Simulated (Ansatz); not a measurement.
# BaZrO3: further runs on the relaxed cell

The task here is to estimate one member of a computed series from the others.

Computed with Ansatz 0.2.0 (DFT r2SCAN, scalar-relativistic, plane waves, PAW, unless a step's input says otherwise).

1 further run of the same task is left out (set aside as unsound or not needed). Runs told in other sessions of the task aren't counted.

**Starting point**

It takes space group Pm-3m (No. 221, cubic). The conventional cell has a = 4.205 Å, b = 4.205 Å, c = 4.205 Å, α = 90.00°, β = 90.00°, γ = 90.00°. Around Ba (site symmetry m-3m) lie 12 O at 2.97 Å. Around Zr (site symmetry m-3m) lie 6 O at 2.10 Å. O (site symmetry 4/mmm) is surrounded by 2 Zr at 2.10 Å and 4 Ba at 2.97 Å.

Structure file:

```cif
data_structure
_symmetry_space_group_name_H-M 'P 1'
_symmetry_Int_Tables_number 1
_cell_length_a 4.2052
_cell_length_b 4.2052
_cell_length_c 4.2052
_cell_angle_alpha 90.000
_cell_angle_beta 90.000
_cell_angle_gamma 90.000
_cell_volume 74.36
loop_
_atom_site_label
_atom_site_type_symbol
_atom_site_fract_x
_atom_site_fract_y
_atom_site_fract_z
_atom_site_occupancy
Ba1 Ba 0.00000 0.00000 0.00000 1
Zr1 Zr 0.50000 0.50000 0.50000 1
O1 O 0.00000 0.50000 0.50000 1
O2 O 0.50000 0.00000 0.50000 1
O3 O 0.50000 0.50000 0.00000 1
```

It is the result of an earlier relaxation at this level (volume 14.87 Å³/atom; gap on the mesh: 3.73 eV).

Set-up of the first run:

Input file input.yaml:

```yaml
crystal:
  lattice:
    - [4.1626965277, 0.0, 0.0]
    - [0.0, 4.1626965277, 0.0]
    - [0.0, 0.0, 4.1626965277]
  atoms:
    - { symbol: Ba, position: [0.0, 0.0, 0.0] }
    - { symbol: Zr, position: [0.5, 0.5, 0.5] }
    - { symbol: O, position: [0.0, 0.5, 0.5] }
    - { symbol: O, position: [0.5, 0.0, 0.5] }
    - { symbol: O, position: [0.5, 0.5, 0.0] }
basis:
  ecutwfc: 500
kpoints:
  mp_grid: { grid: [6, 6, 6] }
hamiltonian:
  xc: r2scan
scf:
  occupations: { method: gaussian, width: 0.02 }
output:
  forces: true
  stress: true
  eigenvalues: true
```

Started as:

```
$ ansatz run input.yaml --threads 2 --pin off --max-ram 5120MiB --backend cpu --events-out ev --progress --plain --runs-dir out
```

Among the steps run: Point at V/V0 = 0.97; Volume × 1.03; Volume × 0.94; The cell scaled to 1.06 of its volume; Volume × 0.91; The cell scaled to 1.10 of its volume; Volume × 0.88.

One table of the session follows, with a row left open; its other results are not shown here.

It belongs to the step «Fit of the equation of state». 

| volume (Å³/atom) | energy above the lowest point (meV/atom) | pressure (GPa) | gap on the mesh (eV) |
| --- | --- | --- | --- |
| 13.088 | 136.8 | 27.55 | 4.04 |
| 13.534 | ? | ? | ? |
| 13.980 | 30.4 | 11.54 | 3.89 |
| 14.426 | 7.1 | 5.30 | 3.81 |
| 14.872 | 0.0 | -0.02 | 3.73 |
| 15.319 | 6.5 | -4.54 | 3.65 |
| 15.765 | 24.7 | -8.39 | 3.57 |
| 16.360 | 64.0 | -12.64 | 3.47 |

Q: Estimate the row for volume (Å³/atom) = 13.534 from the others.

Worked estimate for «energy above the lowest point (meV/atom)». A straight line through the neighbours (13.088, 136.8) and (13.980, 30.4) gives 136.8 + (30.4 − 136.8) × (13.534 − 13.088) / (13.980 − 13.088) = 83.6; a parabola fitted to 3 rows on both sides gives 73.6.

**Answer.** energy above the lowest point (meV/atom): 72.5; pressure (GPa): 18.89; gap on the mesh (eV): 3.97. In «energy above the lowest point (meV/atom)» the line misses by +11.1 and the parabola by +1.1.
